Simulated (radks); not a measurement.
# Dy inside a hard spherical wall

Aim: energy, levels and pressure of Dy as a wall, at which all orbitals vanish, closes in. The configuration stays [Xe] 4f10 6s2.

The numbers are computed with radks (a radial shooting solver on a logarithmic mesh, Libxc functionals) version 1 (scalar-relativistic Kohn-Sham, PBE, spin-polarised, spherical densities, finite nucleus; open shells are filled with parallel spins first), except any that are marked as measured or tabulated.

**1. The atom as given**

```
element            : dysprosium (Z = 66)
charge             : 0
electrons          : 66
configuration      : [Xe] 4f10 6s2
nuclear rms radius : 5.2218 fm
```

Outer shells as boxes (Hund's rule):

Dy
```
[Xe] core
4f [↑↓][↑↓][↑↓][↑ ][↑ ][↑ ][↑ ]
6s [↑↓]
```

**2. The free atom**

Settings of this run:

```text
Z 66
configuration [Xe] 4f10 6s2 5d0 6p0 7s0
relativity scalar-relativistic
functional pbe,pbe
spin polarised
nucleus finite rms 5.2218 fm
c 137.035999084
```

**3. Wall at 12 bohr**

Changes since step 2:

```diff
@@ -6,2 +6,3 @@
 nucleus finite rms 5.2218 fm
+wall 12 bohr
 c 137.035999084
```

**4. Wall at 10 bohr**

Changes since step 3:

```diff
@@ -6,3 +6,3 @@
 nucleus finite rms 5.2218 fm
-wall 12 bohr
+wall 10 bohr
 c 137.035999084
```

**5. Wall at 7 bohr**

Changes since step 4:

```diff
@@ -6,3 +6,3 @@
 nucleus finite rms 5.2218 fm
-wall 10 bohr
+wall 7 bohr
 c 137.035999084
```

**6. Wall at 6 bohr**

Changes since step 5:

```diff
@@ -6,3 +6,3 @@
 nucleus finite rms 5.2218 fm
-wall 7 bohr
+wall 6 bohr
 c 137.035999084
```

**7. Wall at 5 bohr**

Changes since step 6:

```diff
@@ -6,3 +6,3 @@
 nucleus finite rms 5.2218 fm
-wall 6 bohr
+wall 5 bohr
 c 137.035999084
```

**8. Wall at 3.5 bohr**

Changes since step 7:

```diff
@@ -6,3 +6,3 @@
 nucleus finite rms 5.2218 fm
-wall 5 bohr
+wall 3.5 bohr
 c 137.035999084
```

**9. Wall at 2.5 bohr**

Changes since step 8:

```diff
@@ -6,3 +6,3 @@
 nucleus finite rms 5.2218 fm
-wall 3.5 bohr
+wall 2.5 bohr
 c 137.035999084
```

**10. Wall at 2 bohr**

Changes since step 9:

```diff
@@ -6,3 +6,3 @@
 nucleus finite rms 5.2218 fm
-wall 2.5 bohr
+wall 2 bohr
 c 137.035999084
```

**11. Wall at 1.5 bohr**

Changes since step 10:

```diff
@@ -6,3 +6,3 @@
 nucleus finite rms 5.2218 fm
-wall 2 bohr
+wall 1.5 bohr
 c 137.035999084
```

Q: Predict the outcome of this session. Wanted: for each run, R; E − E(free); ε(6s); ε(5d, empty); ε(6p, empty); ε(7s, empty); pressure.

The runs gave:

```csv
R (bohr),E − E(free) (eV),ε(6s) (eV),"ε(5d, empty) (eV)","ε(6p, empty) (eV)","ε(7s, empty) (eV)",pressure (GPa)
free,0.000,-3.805,-1.303,-1.178,-,0
12,0.010,-3.778,-1.265,-1.073,1.123,0.00600
10,0.071,-3.672,-1.135,-0.815,2.531,0.0585
7,1.179,-2.557,-0.048,1.213,9.957,1.91
6,2.994,-1.175,1.043,3.470,16.893,6.75
5,7.917,2.011,3.145,8.357,30.524,27.6
3.5,44.289,20.574,12.810,33.631,91.152,419
2.5,211.32,83.404,41.465,108.21,245.35,5274
2,567.17,187.10,88.133,222.95,463.68,26261
1.5,1883.0,484.49,228.05,538.34,1027.4,194520
```

In words: Eigenvalues are for spin up. At the tightest wall, 1.5 bohr, the energy stands 1883.0 eV above the free atom and the pressure, −dE/dV, is 194520 GPa. Of the levels in the table that exist at both ends, 6p (empty) rises most from the free atom (539.52 eV). From R = 6 bohr inwards the highest occupied level lies above zero, pushed up by confinement. Shells are not refilled when levels cross, and a hard wall is a model, not a crystal.
